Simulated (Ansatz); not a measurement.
**NiMoIrPdW: relaxation of cell and atoms with PBEsol+D3(BJ)**

The system is NiMoIrPdW.

```
Ni Mo Pd Ir W
1.0
     2.76609    0.00000    0.00000
    -1.38305    2.39551    0.00000
     0.00000    0.00000   11.02278
Ni Mo Pd Ir W
1 1 1 1 1
Direct
  0.33333 0.66667 0.59711
  0.00000 0.00000 0.41074
  0.66667 0.33333 0.79520
  0.66667 0.33333 0.19961
  0.33333 0.66667 0.99734
```

The cell was built by a generator and needn't be a form met in nature.

* Program: Ansatz 0.2.0
* Task: relaxation of cell and atoms
* Functional: PBEsol
* Dispersion: D3(BJ)
* Potentials or basis: Ansatz PAW
* Cutoff: 420 eV (not typed: the program's choice for these potentials)
* k mesh: 8 × 8 × 2
* Occupations: fermi-dirac, width 0.05 eV
* Spin: collinear spin, ferromagnetic start
* Starting moments: [1.0, 1.0, 0.0, 0.6, 0.0] μB

```
Relaxed volume                         : 13.74 Å³/atom
Relaxed cell                           : a = 2.710 Å, b = 2.710 Å, c = 10.802 Å, α = 90.00°, β = 90.00°, γ = 120.00°
Space group after relaxing (to 0.05 Å) : P3m1 (No. 156)
Energy gained by relaxing              : 42.9 meV/atom
Ionic steps                            : 6
Pressure after relaxing                : 0.0 GPa
Band gap on the k mesh                 : none (metal or under the smearing width)
Net moment                             : 0.00 μB per cell
Absolute moment                        : 0.00 μB per cell
```

Forces in eV/Å, atoms in the order of the input:
```
Ni   0.000  0.000 -0.001
Mo   0.000  0.000  0.002
Pd   0.000  0.000  0.000
Ir   0.000  0.000 -0.002
W    0.000  0.000  0.001
```

Step by step:
| step | energy change (eV) | largest force (eV/Å) | volume (Å³) |
| --- | --- | --- | --- |
| 1 | 0.0000 | 0.1501 | 73.04 |
| 2 | -0.2085 | 0.0644 | 69.45 |
| 3 | -0.2160 | 0.0307 | 68.62 |
| 4 | -0.2161 | 0.0114 | 68.71 |
| 5 | -0.2161 | 0.0025 | 68.71 |
| 6 | -0.2145 | 0.0024 | 68.71 |

Final structure:
```xyz
5
Lattice="2.7101 0.0000 0.0000 -1.3551 2.3470 0.0000 0.0000 0.0000 10.8024" Properties=species:S:1:pos:R:3 pbc="T T T"
Ni    0.0000    1.5647    6.4616
Mo    0.0000    0.0000    4.4503
Pd    1.3551    0.7823    8.5681
Ir    1.3551    0.7823    2.1680
W     0.0000    1.5647   10.7593
```

Levels at points of the mesh, in eV from the Fermi level:
Spin up:
```csv
k point,band 37,band 38,band 39,band 40,band 41,band 42,band 43,band 44
"(0.00, 0.00, 0.00)",-1.63,-1.63,-1.11,-1.11,-1.00,-0.38,-0.38,-0.23
"(0.00, 0.00, -0.50)",-1.63,-1.53,-1.53,-1.38,-1.38,-0.24,-0.24,0.34
"(0.00, -0.50, 0.00)",-0.43,-0.42,-0.25,0.64,1.15,1.37,1.70,2.49
"(0.00, -0.50, -0.50)",-0.55,-0.42,-0.38,0.67,1.14,1.59,2.37,2.49
```
Spin down:
```csv
k point,band 36,band 37,band 38,band 39,band 40,band 41,band 42,band 43,band 44,band 45
"(0.00, 0.00, 0.00)",-1.88,-1.63,-1.63,-1.11,-1.11,-1.00,-0.38,-0.38,-0.23,0.37
"(0.00, 0.00, -0.50)",-1.81,-1.63,-1.53,-1.53,-1.38,-1.38,-0.24,-0.24,0.34,0.34
"(0.00, -0.50, 0.00)",-0.55,-0.43,-0.42,-0.25,0.64,1.15,1.37,1.70,2.49,2.93
"(0.00, -0.50, -0.50)",-0.98,-0.55,-0.42,-0.38,0.67,1.14,1.59,2.37,2.49,2.75
```

It took 32 s on 8 threads of Arm Neoverse V1, on a shared host, peak memory 0.63 GiB.

Caveat: the plane-wave basis is chosen anew once the cell has moved, so the energies of steps on either side of that aren't comparable; pairwise dispersion overbinds metals, which lowers pressure and volume; the PAW data sets come from PBE, with cores solved anew for the run's functional, which leaves a small shift of forces and pressure; the starting moments weren't kept. Spin-orbit coupling is left out, which matters for the levels of Ir, W.
